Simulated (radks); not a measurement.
**Mn in [Ar] 3d5 4s2: an all-electron calculation**

An exercise on one series of results from a longer session: the logs are not shown, and one member is left open.

Program: radks (a radial shooting solver on a logarithmic mesh, Libxc functionals) version 1. Level of theory: scalar-relativistic Kohn-Sham, BLYP, spin-polarised, spherical densities, point nucleus; open shells are filled with parallel spins first. These are calculated values, not measurements, unless marked.

## Starting point

* element: manganese (Z = 25)
* charge: 0
* electrons: 25
* configuration: [Ar] 3d5 4s2

Outer shells as boxes (Hund's rule):

Mn
```
[Ar] core
3d [↑ ][↑ ][↑ ][↑ ][↑ ]
4s [↑↓]
```

Set-up of the first run:

The run's settings:

```text
Z 25
configuration [Ar] 3d5 4s2 4p0 5s0
relativity scalar-relativistic
functional b88,lyp
spin polarised
nucleus point
c 137.035999084
```

Command:

```bash
$ python run_ks.py task.json out
```

The same process makes all the runs of this session.

Steps of the session up to this table: Self-consistent calculation.

One of the session's tables, all rows but one given; the rest of the session is left out.

It belongs to the step «Radial structure». Sizes of the orbitals, from the radial functions (bohr):

| level | <r> | outermost maximum (interpolated) | 90 % within | nodes |
| --- | --- | --- | --- | --- |
| 1s down | 0.06090 | 0.0399 | 0.109 | 0 |
| 1s up | 0.06090 | 0.0399 | 0.109 | 0 |
| 2s up | 0.2797 | 0.233 | 0.434 | 1 |
| 2s down | 0.2792 | 0.232 | 0.433 | 1 |
| 2p up | 0.2474 | 0.188 | 0.406 | 0 |
| 2p down | 0.2468 | 0.188 | 0.405 | 0 |
| 3s up | 0.8509 | 0.735 | 1.28 | 2 |
| 3s down | 0.8553 | 0.737 | 1.28 | 2 |
| 3p up | 0.9029 | 0.751 | 1.39 | 1 |
| 3p down | 0.9116 | 0.753 | 1.41 | 1 |
| 3d up | 1.192 | 0.757 | 2.09 | 0 |
| 4s up | ? | ? | ? | ? |
| 4s down | 3.249 | 2.61 | 4.99 | 3 |
| 3d down | 1.370 | 0.773 | 2.52 | 0 |
| 4p up | 4.502 | 3.35 | 7.22 | 2 |
| 4p down | 4.950 | 3.70 | 7.95 | 2 |

Q: Estimate the row for 4s up from the others.

**Answer.** <r>: 3.026; outermost maximum (interpolated): 2.44; 90 % within: 4.63; nodes: 3. In the column «<r>» it lies between 3d down (1.370) and 4s down (3.249).

Caveats from the session: Open shells are spherical and high-spin; term and fine-structure splittings are not resolved.
